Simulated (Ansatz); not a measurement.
# H4SSn: the cost of one run

Program: Ansatz 0.2.0, Gaussian basis. Level of theory: PBE0-D4/def2-TZVP structures, single points in def2-TZVPP, no counterpoise correction. These are calculated values, not measurements.

Levels: SPW92, PBE-D4, BLYP-D4, r2SCAN-D4, B97M-V, PBE0-D4, B3LYP-D4, r2SCAN0-D4, BHLYP-D4, CAM-B3LYP-D4, wB97X-V, wB97M-V, B2PLYP, PBE-QIDH, RPA on PBE, Hartree-Fock, MP2, CCSD, CCSD(T).

Cores are frozen in the correlated methods. Filled d shells of the heavier atoms are correlated. Core potentials replace the inner electrons past krypton, and spin-orbit coupling is left out. B3LYP uses VWN-RPA correlation. B2PLYP carries no dispersion term here.

88 further runs of the same task are left out: 88 set aside as unsound or not needed.

## (1) Where the work starts

The complex: 8 atoms, charge 0, spin multiplicity 1.

Atoms are counted from 1 here; the program's logs count them from 0.

Bond lengths: Sn1–H3 1.696 Å, Sn1–H4 1.698 Å, Sn1–H5 1.704 Å, Sn1–S7 2.433 Å, F2–H6 0.940 Å, S7–H8 1.344 Å. Angles: H3–Sn1–H4 113.7°, H3–Sn1–H5 111.9°, H3–Sn1–S7 104.1°, H4–Sn1–H5 111.4°, H4–Sn1–S7 107.8°, H5–Sn1–S7 107.4°, Sn1–S7–H8 94.2°.

As a file:

```mol
FH5SSn
  3D, bonds by distance, orders not assigned

  8  6  0  0  0  0  0  0  0  0999 V2000
   -1.0388   -0.1217   -0.4816 Sn  0  0
    1.9297   -1.3416    1.0633 F   0  0
   -0.6576   -1.3849   -1.5478 H   0  0
   -1.3869   -0.6436    1.0963 H   0  0
   -2.2766    0.8762   -1.0950 H   0  0
    1.8237   -0.4974    0.6630 H   0  0
    0.9943    1.2121   -0.3935 S   0  0
    0.6122    1.9007    0.6953 H   0  0
  1  3  8  0
  1  4  8  0
  1  5  8  0
  1  7  8  0
  2  6  8  0
  7  8  8  0
M  END
```

Its parts: SnH₄S holds atoms 1, 3, 4, 5, 7, 8; HF holds atoms 2, 6. Each part counts its atoms afresh in its own runs.

## (2) Relaxing SnH₄S alone

Input file relax-a/in.yaml:

```yaml
crystal:
  periodic: [false, false, false]
  atoms:
    - {symbol: Sn, position_ang: [-1.038812, -0.121668, -0.481606]}
    - {symbol: H, position_ang: [-0.657565, -1.384872, -1.547793]}
    - {symbol: H, position_ang: [-1.386936, -0.643649, 1.096335]}
    - {symbol: H, position_ang: [-2.276591, 0.876203, -1.094986]}
    - {symbol: S, position_ang: [0.994303, 1.212060, -0.393523]}
    - {symbol: H, position_ang: [0.612192, 1.900744, 0.695260]}
basis:
  gaussian: {orbitals: def2-TZVP}
hamiltonian: {xc: pbe0, dispersion: d4}
relax: {f_tol: 0.005, max_steps: 200}
```

The run is started by

```console
$ ansatz run in.yaml --threads 4 --pin off --events-out ev --progress --plain --max-ram 9574MiB
```

**Question.** How long does this run take on 4 threads of Arm Neoverse V2, shared host?

About 12 s.
